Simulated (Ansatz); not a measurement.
## Al, space group Im-3m: a comparison of functionals at one structure, step by step

Program: the Ansatz DFT code, driven from Python.

The cells in order, each with its output:

```python
import warnings

import ansatz as az
```

```python
warnings.simplefilter("ignore", az.DeckWarning)
```

```python
lattice = az.Lattice.of(
    (-1.59122, 1.59122, 1.59122),
    (1.59122, -1.59122, 1.59122),
    (1.59122, 1.59122, -1.59122),
)
sites = [
    ("Al", (0.0, 0.0, 0.0)),
]
al = az.Crystal(lattice=lattice)
for symbol, position in sites:
    al = al.atom(symbol, position)
```

```python
al.resolved().sites[-1]
```

    Site(symbol='Al', position=(0.0, 0.0, 0.0), moment=None, axis=None, held=None, saved=None)

```python
setup = (
    al.calculation()
    .kpoints(spacing=0.2)
    .occupations("fermi_dirac", width=0.1)
    .stress()
)
```

```python
rows = []
for value in ["lda", "blyp", "pbesol"]:
    data = setup.functional(value).run(threads=1).report
    rows.append((value, data["free_energy_ev"] / len(data["lattice"]["sites"]), data["n_iterations"], sum(data["stress_gpa"][i][i] for i in range(3)) / 3, data["n_kpoints"]))
```

```python
print("  functional   F/atom (eV)    iterations       P (GPa)      k-points")
for row in rows:
    print(f"{str(row[0]):>12s}  {row[1]:12.5f}  {row[2]:12d}  {row[3]:12.3f}  {row[4]:12d}")
```

      functional   F/atom (eV)    iterations       P (GPa)      k-points
             lda    -512.78853             6         0.577           104
            blyp    -540.38676             6         7.738           104
          pbesol    -524.45750             6         2.343           104

From lowest to highest: LDA (0.6 GPa), PBEsol (2.3 GPa) and BLYP (7.7 GPa). At a fixed cell a lower pressure usually means a smaller equilibrium volume, so LDA prefers the smallest cell and BLYP the largest.

Notes:
- BLYP can be off by several per cent in the lattices of metals, and by several GPa in the pressure at a fixed cell.
- Pressure is positive in compression.
- This isn't the structure that Al takes at ambient conditions.
- Total energies of different functionals can't be compared; pressures, moments and gaps at this one structure can.
- Run time: 4.8 s on 1 thread of Intel(R) Xeon(R) Processor @ 2.30GHz, with other jobs on the host, peak memory 0.43 GiB.
